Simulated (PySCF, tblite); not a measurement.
# C₅H₇B₂Cl₂N: infrared bands, NMR shifts and electronic excitations in gas and solvents, part 1 of 2

Aim: compute the infrared bands, NMR shifts and electronic excitations of C₅H₇B₂Cl₂N (`ClB(Cl)[BH2-][n+]1ccccc1`), and see what a dielectric continuum does where one was used.

Computed with tblite 0.8.0 and PySCF 2.14.0, with density-fitted response routines of our own, on a single molecule, in the gas phase or a continuum. Atoms are numbered from 0 throughout.

## Step 1: The starting structure

17 atoms, charge 0, multiplicity 1; geometry from: force field or distance geometry start.

Bonds of the start (Å): Cl0–B1 1.84, B1–Cl2 1.86, B1–B3 1.67, B3–N4 1.55, N4–C5 1.38, C5–C6 1.39, C6–C7 1.40, C7–C8 1.39, C8–C9 1.39, C9–N4 1.37, B3–H10 1.18, B3–H11 1.20, C5–H12 1.07, C6–H13 1.08, C7–H14 1.09, C8–H15 1.09, C9–H16 1.09.

## Step 2: Optimising the geometry with GFN2-xTB

What the job is given:

```
{"job": {"kind": "relax", "xc": "GFN2-xTB", "basis": "xTB"}, "charge": 0, "multiplicity": 1}
Cl     3.637300     0.280000    -1.956500
B      2.689700    -0.022300    -0.407000
Cl     2.981700    -1.591800     0.545900
B      1.544500     1.079400     0.114500
N      0.142600     0.417700     0.122500
C     -0.596900     0.411200    -1.041000
C     -1.848900    -0.192500    -1.075100
C     -2.341500    -0.797300     0.085100
C     -1.581100    -0.801300     1.249600
C     -0.336500    -0.182900     1.252500
H      1.553000     2.023400    -0.595700
H      1.825000     1.438900     1.222800
H     -0.216400     0.875200    -1.932600
H     -2.426900    -0.198700    -1.986900
H     -3.323300    -1.268400     0.069900
H     -1.964600    -1.269800     2.158800
H      0.255200    -0.188800     2.163400
```

Started as:

```bash
$ OMP_NUM_THREADS=1 python probes_run.py task.json out
```

One launch serves the whole session: the jobs run in the order shown.

Standard output:

```text
step      E/eV     max force
  0    -783.89693    1.955
  1    -784.07243    1.439
  2    -784.22744    0.860
  3    -784.26740    0.847
  4    -784.29538    0.654
  5    -784.31685    0.402
  6    -784.32594    0.244
  7    -784.33040    0.205
  8    -784.33409    0.191
  9    -784.33668    0.115
 10    -784.33837    0.127
 11    -784.33963    0.100
 12    -784.34076    0.102
 13    -784.34166    0.074
 14    -784.34230    0.074
 15    -784.34286    0.077
 16    -784.34357    0.093
 17    -784.34449    0.095
 18    -784.34559    0.103
 19    -784.34687    0.087
 20    -784.34864    0.106
 21    -784.35155    0.176
 22    -784.35594    0.208
 23    -784.36076    0.250
 24    -784.36537    0.209
 25    -784.36983    0.185
 26    -784.37431    0.280
 27    -784.37842    0.297
 28    -784.38401    0.185
 29    -784.38898    0.173
 30    -784.39406    0.240
 31    -784.39821    0.271
 32    -784.40480    0.191
 33    -784.40900    0.324
 34    -784.41264    0.266
 35    -784.41626    0.153
 36    -784.41923    0.110
 37    -784.42188    0.120
 38    -784.42457    0.150
 39    -784.42745    0.161
 40    -784.43093    0.162
 41    -784.43410    0.115
 42    -784.43601    0.096
 43    -784.43747    0.096
 44    -784.43892    0.091
 45    -784.44025    0.086
 46    -784.44152    0.077
 47    -784.44280    0.079
 48    -784.44390    0.078
 49    -784.44451    0.058
 50    -784.44508    0.058
 51    -784.44570    0.069
 52    -784.44639    0.075
 53    -784.44698    0.065
 54    -784.44739    0.042
 55    -784.44770    0.041
 56    -784.44802    0.039
 57    -784.44836    0.044
 58    -784.44866    0.050
 59    -784.44888    0.048
 60    -784.44905    0.042
 61    -784.44925    0.040
 62    -784.44953    0.043
 63    -784.44992    0.055
 64    -784.45041    0.055
 65    -784.45096    0.070
 66    -784.45148    0.062
 67    -784.45192    0.048
 68    -784.45230    0.063
 69    -784.45265    0.062
 70    -784.45301    0.059
 71    -784.45344    0.060
 72    -784.45385    0.060
 73    -784.45420    0.040
 74    -784.45450    0.047
 75    -784.45483    0.052
 76    -784.45526    0.055
 77    -784.45566    0.049
 78    -784.45591    0.033
 79    -784.45604    0.028
 80    -784.45613    0.023
 81    -784.45623    0.025
 82    -784.45632    0.029
 83    -784.45638    0.023
 84    -784.45642    0.016
 85    -784.45644    0.013
 86    -784.45646    0.013
 87    -784.45648    0.012
 88    -784.45651    0.013
 89    -784.45654    0.012
 90    -784.45656    0.008
```

It took 1.4 s on 1 thread of Arm Neoverse N1, shared host; peak memory 0.18 GiB.

Relaxation path: (not every step is listed)

```csv
step,energy from step 0 (eV),largest force (eV/Å)
0,0.0000,1.9550
1,-0.1755,1.4391
2,-0.3305,0.8602
3,-0.3705,0.8473
4,-0.3985,0.6540
5,-0.4199,0.4018
6,-0.4290,0.2436
7,-0.4335,0.2049
8,-0.4372,0.1915
15,-0.4459,0.0772
22,-0.4590,0.2081
29,-0.4920,0.1733
36,-0.5223,0.1104
43,-0.5405,0.0956
50,-0.5481,0.0585
57,-0.5514,0.0443
64,-0.5535,0.0549
71,-0.5565,0.0596
78,-0.5590,0.0327
85,-0.5595,0.0132
86,-0.5595,0.0135
87,-0.5596,0.0119
88,-0.5596,0.0125
89,-0.5596,0.0123
90,-0.5596,0.0082
```

Close pairs (by a distance rule), those that changed most:

```csv
bond,before (Å),after (Å),change (Å)
Cl0–B1,1.841,1.721,-0.120
B1–Cl2,1.859,1.755,-0.104
N4–C5,1.379,1.334,-0.045
N4–C9,1.366,1.335,-0.031
B1–B3,1.672,1.703,+0.030
C8–H15,1.092,1.078,-0.014
C8–C9,1.390,1.379,-0.011
C5–C6,1.390,1.380,-0.011
```

The end geometry stands in the next job.

## Step 3: Infrared spectrum with GFN2-xTB

What the job is given:

```
{"job": {"kind": "ir", "xc": "GFN2-xTB", "basis": "xTB"}, "charge": 0, "multiplicity": 1}
Cl     4.297258     0.182772    -0.700996
B      2.642241    -0.097536    -0.319403
Cl     2.215005    -1.793011    -0.164529
B      1.514176     1.150785    -0.058529
N      0.112664     0.504694     0.040231
C     -0.725486     0.505656    -0.997554
C     -1.932332    -0.162922    -0.980809
C     -2.301022    -0.866173     0.157063
C     -1.428367    -0.861431     1.235855
C     -0.239163    -0.169985     1.137495
H      1.500290     1.954894    -0.936280
H      1.750564     1.674013     0.988621
H     -0.402370     1.061235    -1.864221
H     -2.573641    -0.131989    -1.847167
H     -3.237252    -1.399741     0.202175
H     -1.665243    -1.391331     2.144421
H      0.465679    -0.147902     1.953717
```

Standard output:

```text
mode    cm-1     km/mol
  1      22.0      0.28
  2      44.3      0.63
  3      53.6      1.70
  4     152.4      0.32
  5     199.2      6.27
  6     267.8      1.91
  7     286.8      3.22
  8     328.8      1.80
  9     363.1      0.16
 10     424.3      2.50
 11     502.8      1.28
 12     531.6      0.83
 13     615.4      0.41
 14     667.7     37.76
 15     686.4     23.33
 16     709.2     14.25
 17     733.9     32.54
 18     762.1     39.43
 19     846.2    200.32
 20     885.2      0.37
 21     907.8      0.66
 22     924.0      0.17
 23     927.5      0.10
 24     960.6     22.17
 25    1006.7      6.10
 26    1016.7     52.59
 27    1092.5      1.34
 28    1110.8      0.18
 29    1119.4     29.59
 30    1162.9      0.06
 31    1197.6     18.46
 32    1226.0     38.34
 33    1273.0      2.49
 34    1312.1      0.12
 35    1421.5     10.38
 36    1438.3     24.15
 37    1553.6      0.63
 38    1585.4     52.99
 39    2417.0    120.01
 40    2461.3    140.88
 41    3098.8      0.45
 42    3102.5      1.89
 43    3106.0      6.87
 44    3112.5     15.72
 45    3116.3      5.92
```

Run time: 1.4 s. Hardware: 1 thread of Arm Neoverse N1, shared host; peak memory 0.18 GiB.

The strongest bands and the atoms that carry them (share of the mass-weighted mode):

```csv
cm⁻¹,km/mol,atoms
668,37.8,"B1 18 %, N4 13 %, C6 11 %, C8 10 %"
762,39.4,"H14 15 %, N4 14 %, H13 11 %, H15 11 %"
846,200.3,"B1 75 %, B3 14 %"
1017,52.6,"H10 51 %, B3 18 %, H11 13 %"
1226,38.3,"H10 39 %, H11 37 %"
1585,53.0,"C8 22 %, C6 21 %, C9 21 %, C5 21 %"
2417,120.0,H11 90 %
2461,140.9,H10 91 %
```

## Step 4: Geometry optimisation at PBE0-D3(BJ)/def2-SVP

What the job is given:

```
{"job": {"xc": "PBE0", "basis": "def2-SVP", "d3": "d3bj", "grid": 1, "shake": 0.01, "kind": "geom"}, "charge": 0, "multiplicity": 1}
Cl     4.317670     0.157220    -0.696820
B      2.636560    -0.102060    -0.321560
Cl     2.194810    -1.795330    -0.173180
B      1.547410     1.153040    -0.062060
N      0.109850     0.498010     0.029680
C     -0.729390     0.510480    -0.999940
C     -1.922750    -0.164920    -0.980570
C     -2.285560    -0.860720     0.152010
C     -1.430200    -0.856030     1.255210
C     -0.241860    -0.172420     1.147520
H      1.491430     1.951980    -0.927450
H      1.756370     1.674930     0.995320
H     -0.430650     1.071450    -1.873820
H     -2.590330    -0.129220    -1.840160
H     -3.241700    -1.410510     0.202440
H     -1.665770    -1.377280     2.151900
H      0.467620    -0.136790     1.951660
```

Standard output:

```text
step   0  E = -1218.53462627  max force = 0.021589
step   1  E = -1218.53908054  max force = 0.005114
step   2  E = -1218.53920861  max force = 0.002879
step   3  E = -1218.53915951  max force = 0.003518
step   4  E = -1218.53925670  max force = 0.000693
step   5  E = -1218.53925279  max force = 0.001075
step   6  E = -1218.53926069  max force = 0.000179
optimisation converged
```

Wall time 3.3 min (1 thread of Arm Neoverse N1, shared host); peak memory 0.86 GiB.

Relaxation path: (the energy doesn't fall at every step)

```csv
step,energy from step 0 (eV),largest force component (eV/Å)
0,0.0000,1.1102
1,-0.1212,0.2630
2,-0.1247,0.1480
3,-0.1234,0.1809
4,-0.1260,0.0356
5,-0.1259,0.0553
6,-0.1261,0.0092
```

Distances of close pairs at the start and the end, largest changes first:

```csv
bond,before (Å),after (Å),change (Å)
B3–H10,1.179,1.223,+0.044
B3–H11,1.198,1.227,+0.030
B1–Cl2,1.756,1.786,+0.029
C8–H15,1.064,1.091,+0.027
Cl0–B1,1.742,1.763,+0.021
C9–H16,1.073,1.091,+0.018
C5–C6,1.371,1.387,+0.015
C6–C7,1.378,1.392,+0.015
```

The next job starts from the end point, and lists it.

```csv
at the end point,value
point group (found at 0.08 Å tolerance),C1
"rotational constants (GHz, main isotopes)","2.181, 0.505, 0.465"
dipole moment (D),7.14
```

## Step 5: Nuclear shieldings: PBE0/pcSseg-1

What the job is given:

```
{"job": {"kind": "nmr", "xc": "PBE0", "basis": "pcSseg-1"}, "charge": 0, "multiplicity": 1}
Cl     4.952235     1.224950    -1.071830
B      3.265449     0.846992    -0.725900
Cl     2.877555    -0.893806    -0.640494
B      2.114176     2.058290    -0.442258
N      0.675233     1.410493    -0.316596
C     -0.170282     1.422794    -1.357189
C     -1.402727     0.788843    -1.309529
C     -1.774378     0.118515    -0.146965
C     -0.889113     0.108124     0.927896
C      0.327117     0.761118     0.804977
H      2.082033     2.882370    -1.345077
H      2.379337     2.590663     0.631253
H      0.178956     1.966138    -2.236093
H     -2.058593     0.826747    -2.180413
H     -2.739553    -0.387932    -0.079399
H     -1.130488    -0.403681     1.860558
H      1.062997     0.785744     1.609609
```

Level: GIAO PBE0/pcSseg-1 NMR shielding, non-relativistic, gas phase.

Standard output:

```text
coarse grid: 16256 points
cycle   1  E = -1218.8377128375  dE =  1.498e+00  |g| = 4.091e-01  |ddm| = 3.875e+00
cycle   2  E = -1218.8472740433  dE = -9.561e-03  |g| = 4.051e-01  |ddm| = 9.710e-01
cycle   3  E = -1218.8866573872  dE = -3.938e-02  |g| = 1.169e-01  |ddm| = 4.369e-01
cycle   4  E = -1218.8900177505  dE = -3.360e-03  |g| = 4.333e-02  |ddm| = 1.558e-01
cycle   5  E = -1218.8904878889  dE = -4.701e-04  |g| = 1.179e-02  |ddm| = 4.149e-02
cycle   6  E = -1218.8905181526  dE = -3.026e-05  |g| = 2.540e-03  |ddm| = 9.991e-03
cycle   7  E = -1218.8905194256  dE = -1.273e-06  |g| = 9.631e-04  |ddm| = 2.616e-03
final grid: 150544 points
cycle   8  E = -1218.9428153125  dE = -5.365e-05  |g| = 6.807e-03  |ddm| = 3.970e-02
cycle   9  E = -1218.9428127418  dE =  2.571e-06  |g| = 7.384e-03  |ddm| = 1.477e-02
cycle  10  E = -1218.9428265908  dE = -1.385e-05  |g| = 2.097e-03  |ddm| = 8.607e-03
cycle  11  E = -1218.9428275380  dE = -9.472e-07  |g| = 5.515e-04  |ddm| = 2.007e-03
cycle  12  E = -1218.9428276088  dE = -7.083e-08  |g| = 1.053e-04  |ddm| = 5.071e-04
cycle  13  E = -1218.9428276113  dE = -2.437e-09  |g| = 4.069e-05  |ddm| = 1.342e-04
cycle  14  E = -1218.9428276117  dE = -4.445e-10  |g| = 1.221e-05  |ddm| = 4.878e-05
converged SCF energy = -1218.9428276117

GIAO shielding tensors (ppm)
atom      isotropic    diamagn.    paramagn.     s11        s22        s33       span
  0 Cl     649.687    1145.986    -496.300    324.584    707.966    916.509    591.925
  1 B       16.492     193.672    -177.180    -76.422     42.681     83.218    159.640
  2 Cl     655.284    1150.238    -494.954    281.003    743.052    941.797    660.794
  3 B      113.900     184.287     -70.387     94.560    105.886    141.254     46.695
  4 N      -21.796     332.911    -354.706   -164.628   -155.131    254.372    419.000
  5 C       31.394     249.957    -218.562    -68.799     22.031    140.951    209.750
  6 C       54.183     256.988    -202.805    -56.183     42.914    175.818    232.000
  7 C       41.001     254.174    -213.173    -73.086     12.930    183.158    256.244
  8 C       54.085     256.365    -202.280    -56.208     42.228    176.233    232.441
  9 C       29.523     253.566    -224.043    -71.482     15.135    144.917    216.399
 10 H       28.053      27.167       0.887     24.225     28.231     31.704      7.478
 11 H       27.877      26.506       1.371     24.771     27.542     31.319      6.548
 12 H       22.709      29.775      -7.066     17.721     22.229     28.177     10.456
 13 H       23.841      29.502      -5.662     20.735     24.291     26.496      5.761
 14 H       23.394      30.170      -6.776     20.498     23.682     26.002      5.504
 15 H       23.727      31.037      -7.310     20.707     23.976     26.496      5.789
 16 H       22.709      31.486      -8.776     18.623     21.444     28.061      9.438
```

It took 93 s on 1 thread of Arm Neoverse N1, shared host; peak memory 1 GiB.

The references, computed at this level on geometries of the same kind, shield at (ppm): 1H TMS 31.27, 13C TMS 184.4, 15N NH3 265.7, 11B BF3·OEt2 100.7, 35Cl HCl 943. Their shielding less the atom's gives the shift. The references are single molecules in the gas phase, so shifts against H2O, NH3, PH3, H3PO4 or CFCl3 are not on the usual liquid scales and can be off by tens of ppm. Atoms listed in one row are averaged.

```csv
atoms,environment,σ (ppm),δ (ppm),δ scaled to CDCl3
"C5, C9",aromatic CH next to a ring nitrogen,30.5,153.9,149.0
C7,aromatic CH,41.0,143.4,138.7
"C6, C8",aromatic CH,54.1,130.3,126.0
"H12, H16",hydrogen on an aromatic CH next to a ring nitrogen,22.71,8.56,8.33
H14,hydrogen on an aromatic CH,23.39,7.87,7.68
"H13, H15",hydrogen on an aromatic CH,23.78,7.48,7.31
"H10, H11","hydrogen on a boron bonded to B, N",27.97,3.30,–
"Cl0, Cl2",chlorine bonded to B,652,291,–
B1,"boron bonded to B, 2 Cl",16.5,84.2,–
B3,"boron bonded to B, N, 2 H",113.9,-13.2,–
N4,donor nitrogen of a Lewis adduct,-21.8,287.5,–
```

The scaled column applies a straight-line fit of computed shieldings to shifts measured in CDCl3, with any fitted terms for Cl, Br or S neighbours (root-mean-square error 0.21 ppm for H, 2.0 ppm for C).

The run also stored atomic charges by several schemes (e):

```csv
atoms,Mulliken,IAO,Hirshfeld,ESP fit
"Cl0, Cl2",-0.23,-0.09,-0.11,-0.18
B1,0.27,0.08,0.09,0.23
B3,-0.12,-0.40,-0.13,-0.20
N4,-0.56,-0.01,0.01,0.14
"C5, C9",0.26,0.01,0.06,0.00
"C6, C8",-0.17,-0.15,-0.03,-0.23
C7,0.01,-0.10,-0.01,0.02
```

Mayer bond orders: Cl0–B1 1.13, B1–Cl2 1.07, B1–B3 0.97, B3–N4 0.60, N4–C5 1.30, C5–C6 1.42, C6–C7 1.41, C7–C8 1.41, C8–C9 1.42, C9–N4 1.29.

Ring of atoms N4, C5, C6, C7, C8, C9: NICS(0) -7.5, NICS(1) -10.4, NICS(1)zz -26.7 ppm (means of both faces).

The fields below are evaluated on a grid from the run's orbitals.

Frontier orbitals at PBE0/pcSseg-1, with the share of their density that lies nearest to each atom:

```csv
orbital,energy (eV),lies on
HOMO,-7.06,"B1, B3 about 23 % each; Cl0, Cl2 about 14 % each; H11 10 %"
LUMO,-2.22,"C7 24 %; N4 22 %; C5, C9 about 12 % each"
```

ELF in a plane through or near 6 of the atoms.

Ten even steps from ' ' (0.00) to '@' (1.00):
```
                                                        
                                                        
                                                        
                          ----                          
                  ==..  ++@@@@==    ----                
                ==@@##  ++@@@@##  ..****..              
                ++@@@@==..%%@@****++**==..              
      ..--::    --@@@@++  --::::%%****--                
      ==****--  ::++----**##%%++**++%%==::              
    ..++####==  ======::%%++**--  --##++++++::          
    ..++####==..==##----##++%%==..++##++####++          
      ==****--..--**==..::**::==##++%%====++::          
      ..----..    ....  ++%%--==**..++..                
          ..            @@@@%%++++##@@++                
                      ..@@@@##  ==@@@@@@--              
                        %%@@--  --@@@@@@--              
                                  ==##::                
                                                        
                                                        
                                                        
```
The map spans 13.9 Å across and 9.6 Å up, centred on the molecule. Atoms in the plane (x, y in Å): B3 (-1.8, 0.3), N4 (-0.2, 0.1), C8 (1.7, -1.2), C9 (0.4, -1.1), H15 (2.2, -2.2), H16 (-0.3, -1.9).

On the surface of density 0.002 e/bohr³ the electrostatic potential runs, from the 1st to the 99th percentile, from -1.22 to 1.69 V.

## Step 6: Excited states and response: wB97X-D/def2-SVPD

The job, as its differences from that of step 5:

```diff
@@ -1,2 +1,2 @@
-{"job": {"kind": "nmr", "xc": "PBE0", "basis": "pcSseg-1"}, "charge": 0, "multiplicity": 1}
+{"job": {"kind": "uv", "xc": "wB97X-D", "basis": "def2-SVPD", "ip": true, "dynamic": false}, "charge": 0, "multiplicity": 1}
 Cl     4.952235     1.224950    -1.071830
```

With the program's defaults for keys left out, this is: TDDFT wB97X-D/def2-SVPD, vertical, gas phase, core orbitals frozen in the response.

Standard output:

```text
coarse grid: 16256 points
cycle   1  E = -1218.8903840464  dE =  1.795e+00  |g| = 4.192e-01  |ddm| = 1.151e+01
cycle   2  E = -1218.9293047363  dE = -3.892e-02  |g| = 3.057e-01  |ddm| = 2.621e+00
cycle   3  E = -1218.9524758595  dE = -2.317e-02  |g| = 6.833e-02  |ddm| = 1.169e+00
cycle   4  E = -1218.9536204878  dE = -1.145e-03  |g| = 3.825e-02  |ddm| = 3.399e-01
cycle   5  E = -1218.9540132691  dE = -3.928e-04  |g| = 9.602e-03  |ddm| = 1.281e-01
cycle   6  E = -1218.9540373431  dE = -2.407e-05  |g| = 2.060e-03  |ddm| = 3.465e-02
cycle   7  E = -1218.9540397939  dE = -2.451e-06  |g| = 8.701e-04  |ddm| = 1.203e-02
final grid: 150544 points
cycle   8  E = -1219.1007053777  dE = -1.149e-04  |g| = 6.892e-03  |ddm| = 4.057e-01
cycle   9  E = -1219.1007063003  dE = -9.226e-07  |g| = 6.927e-03  |ddm| = 4.302e-02
cycle  10  E = -1219.1007163453  dE = -1.004e-05  |g| = 1.110e-03  |ddm| = 1.851e-02
cycle  11  E = -1219.1007166454  dE = -3.001e-07  |g| = 4.237e-04  |ddm| = 4.567e-03
cycle  12  E = -1219.1007166976  dE = -5.214e-08  |g| = 1.103e-04  |ddm| = 2.373e-03
cycle  13  E = -1219.1007167024  dE = -4.858e-09  |g| = 3.006e-05  |ddm| = 4.423e-04
cycle  14  E = -1219.1007167032  dE = -7.469e-10  |g| = 1.422e-05  |ddm| = 1.968e-04
converged SCF energy = -1219.1007167032

Static polarisability (au): isotropic 122.822, principal 95.959 112.731 159.776

Singlet excitations
state   eV       nm        f      main configurations
  1   4.6266    268.0   0.16497   H->L 0.96
  2   4.8881    253.6   0.00312   H->L+1 0.53, H->L+2 0.38
  3   5.2350    236.8   0.00397   H->L+2 0.46, H-3->L 0.20, H->L+1 0.15
  4   5.6131    220.9   0.00314   H-1->L 0.58, H-2->L 0.31
  5   5.8513    211.9   0.08683   H-3->L 0.30, H->L+1 0.25, H-2->L 0.14
  6   6.2514    198.3   0.00992   H-1->L+2 0.39, H-2->L+2 0.30, H-1->L+1 0.18
  7   6.3856    194.2   0.01695   H-2->L 0.25, H-1->L 0.19, H-5->L 0.16
  8   6.4448    192.4   0.04082   H-2->L+1 0.42, H-1->L+1 0.33
  9   6.5537    189.2   0.02639   H-3->L+1 0.20, H-5->L 0.20, H-8->L 0.16
 10   6.7720    183.1   0.06789   H-6->L 0.29, H-3->L+1 0.17, H-5->L 0.13

Triplet excitations (Tamm-Dancoff, eV): 3.8531 4.2524 4.4139 4.6746
Vertical ionisation energy (delta-SCF) = 8.9016 eV
Vertical electron affinity (delta-SCF) = 0.5232 eV
```

It took 6.4 min on 1 thread of Arm Neoverse N1, shared host; peak memory 1.3 GiB.

The orbitals next to the gap, with their largest atomic shares:

```csv
orbital,eV,atoms
HOMO−3,-10.56,"Cl0 16 %, Cl2 16 %, C6 14 %"
HOMO−2,-10.20,"Cl0 33 %, Cl2 19 %, B3 18 %"
HOMO−1,-10.10,"Cl2 24 %, Cl0 24 %, B3 18 %"
HOMO,-8.85,"B3 27 %, B1 22 %, Cl0 14 %"
LUMO,-0.53,"C7 24 %, N4 21 %, C9 12 %"
LUMO+1,0.15,"C6 18 %, C8 18 %, C9 17 %"
LUMO+2,1.30,"B1 44 %, Cl2 17 %, Cl0 17 %"
```

With each of the 10 states as a Gaussian band of 0.4 eV half-width at 1/e, the curve within the window shown has maxima at 267 nm (ε 6,800), 189 nm (ε 5,600) L/(mol cm). Beyond the last state computed it falls off for lack of states. The curve at chosen wavelengths:

```json
{"nm": "175", "ε (L/mol/cm)": "1949"}
{"nm": "180", "ε (L/mol/cm)": "3838"}
{"nm": "186", "ε (L/mol/cm)": "5425"}
{"nm": "191", "ε (L/mol/cm)": "5525"}
{"nm": "196", "ε (L/mol/cm)": "4963"}
{"nm": "201", "ε (L/mol/cm)": "4502"}
{"nm": "207", "ε (L/mol/cm)": "4349"}
{"nm": "212", "ε (L/mol/cm)": "4092"}
{"nm": "217", "ε (L/mol/cm)": "3413"}
{"nm": "223", "ε (L/mol/cm)": "2299"}
{"nm": "228", "ε (L/mol/cm)": "1541"}
{"nm": "233", "ε (L/mol/cm)": "1198"}
{"nm": "238", "ε (L/mol/cm)": "1366"}
{"nm": "244", "ε (L/mol/cm)": "2245"}
{"nm": "249", "ε (L/mol/cm)": "3420"}
{"nm": "254", "ε (L/mol/cm)": "4751"}
{"nm": "259", "ε (L/mol/cm)": "5919"}
{"nm": "265", "ε (L/mol/cm)": "6708"}
{"nm": "270", "ε (L/mol/cm)": "6697"}
{"nm": "275", "ε (L/mol/cm)": "6130"}
{"nm": "281", "ε (L/mol/cm)": "4977"}
{"nm": "286", "ε (L/mol/cm)": "3878"}
{"nm": "291", "ε (L/mol/cm)": "2842"}
{"nm": "296", "ε (L/mol/cm)": "1971"}
{"nm": "302", "ε (L/mol/cm)": "1192"}
{"nm": "307", "ε (L/mol/cm)": "748"}
```

Leading natural transition orbitals of singlet state 1: the hole lies on B1, B3 about 25 % each; Cl2 12 %; H11 12 %; the particle on N4 24 %; C7 20 %; C5, C9 about 13 % each.

Further results of this job:

```csv
property,computed
dipole moment (D),7.60
polarisability (Å³),18.20
HOMO–LUMO gap (eV),8.32
−ε(HOMO) (eV),8.85
```

(Continued in part 2 of 2.)
